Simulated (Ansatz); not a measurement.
# ClFGeH3O: the cost of one run

All numbers below are computed with Ansatz 0.2.0 (UKS B3LYP/def2-SVP).

## 1. The structure to begin with

Bond lengths: Ge1–Cl2 2.470 Å, Ge1–H3 1.550 Å, Ge1–F4 1.679 Å, Ge1–H5 1.549 Å, Cl2–O6 1.890 Å, O6–H7 1.010 Å. Angles: Ge1–Cl2–O6 180.0°, Cl2–Ge1–H3 109.5°, Cl2–Ge1–F4 109.5°, Cl2–Ge1–H5 109.5°, H3–Ge1–F4 109.5°, H3–Ge1–H5 109.5°, F4–Ge1–H5 109.5°, Cl2–O6–H7 109.5°.

Coordinates:

```xyz
7

Ge    0.0000    0.0000    0.0000
Cl    0.0000    0.0000    2.4700
H     1.4616    0.0000   -0.5162
F    -0.7913    1.3709   -0.5594
H    -0.7300   -1.2648   -0.5162
O     0.0000    0.0000    4.3600
H    -0.5144   -0.8011    4.6971
```

## 2. Pulling towards end A

Springs on the bonds that form and break draw the guess towards this end; the thresholds are loose.

The input, input.yaml:

```yaml
crystal:
  periodic: [false, false, false]
  atoms:
    - { symbol: Ge, position_ang: [0.0, 0.0, 0.0] }
    - { symbol: Cl, position_ang: [0.0, 0.0, 2.47] }
    - { symbol: H, position_ang: [1.4616, 0.0, -0.5162] }
    - { symbol: F, position_ang: [-0.7913, 1.3709, -0.5594] }
    - { symbol: H, position_ang: [-0.73, -1.2648, -0.5162] }
    - { symbol: O, position_ang: [0.0, 0.0, 4.36] }
    - { symbol: H, position_ang: [-0.5144, -0.8011, 4.6971] }
magnetization:
  spin_polarized: true
  initial_magnetization: 1
basis:
  gaussian: { orbitals: def2-SVP }
hamiltonian:
  xc: b3lyp
relax:
  f_tol: 0.15
  max_steps: 25
  restrain:
    - { distance: [1, 5], at: 2.79, k: 30.0 }
    - { distance: [0, 1], at: 2.22, k: 30.0 }
```

Launch:

```sh
$ ansatz run input.yaml --threads 4 --pin off --max-ram 5120MiB --backend cpu --events-out ev --progress --plain --runs-dir out
```

**Question.** How long does this run take on 4 threads of Arm Neoverse V1, shared host, and how much memory does it need?

About 33 s, with a peak of 0.33 GiB.
